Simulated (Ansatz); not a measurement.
# InC3S: the cost of one run

Method: DFT PBE, scalar-relativistic, plane waves, PAW, in Ansatz 0.2.0.

3 further runs of the same task are left out: 2 that didn't finish, 1 set aside as unsound or not needed.

### Step 1. Starting point

The structure is orthorhombic, space group Amm2 (No. 38). The conventional cell has a = 5.353 Å, b = 4.002 Å, c = 7.432 Å, α = 90.00°, β = 90.00°, γ = 90.00°. In (site symmetry mm2) is surrounded by 1 C at 2.08 Å. C (site symmetry m) has 3 C at 2.28 to 2.44 Å in its first shell of neighbours. Around C (site symmetry mm2) lie 1 In at 2.08 Å. S (site symmetry mm2) is surrounded by 8 C at 2.69 to 3.02 Å.

As a file:

```
In C S
1.0
     5.35271    0.00000    0.00000
     0.00000    2.00116    3.71614
     0.00000   -2.00116    3.71614
In C S
1 3 1
Direct
  0.50000 0.34381 0.34381
  0.28675 0.01613 0.01613
  0.71325 0.01613 0.01613
  0.50000 0.62415 0.62415
  0.00000 0.66645 0.66645
```

A structure generator made this guess: GaNi3As type (P-6m2) distorted into a subgroup (Amm2, No. 38). Its size is a rough estimate.

### Step 2. The guess as it stands, on a coarse mesh

The input, input.yaml:

```yaml
crystal:
  lattice:
    - [5.35271291, 0.0, 0.0]
    - [0.0, 2.00116407, 3.71613721]
    - [0.0, -2.00116407, 3.71613721]
  atoms:
    - { symbol: In, position: [0.5, 0.34380533, 0.34380533] }
    - { symbol: C, position: [0.28675266, 0.01612769, 0.01612769] }
    - { symbol: C, position: [0.71324734, 0.01612769, 0.01612769] }
    - { symbol: C, position: [0.5, 0.62415102, 0.62415102] }
    - { symbol: S, position: [0.0, 0.66645497, 0.66645497] }
basis:
  ecutwfc: 420
kpoints:
  mp_grid: { grid: [4, 6, 6] }
hamiltonian:
  xc: pbe
scf:
  occupations: { method: gaussian, width: 0.1 }
  lower_state_search: "off"
output:
  forces: true
  stress: true
  eigenvalues: true
```

The run is started by

```bash
ansatz run input.yaml --threads 1 --pin off --max-ram 2560MiB --backend cpu --events-out ev --progress --plain --runs-dir out
```

What time and memory should one allow on 1 thread of Arm Neoverse N1, shared host?

About 10 s, with a peak of 0.33 GiB.
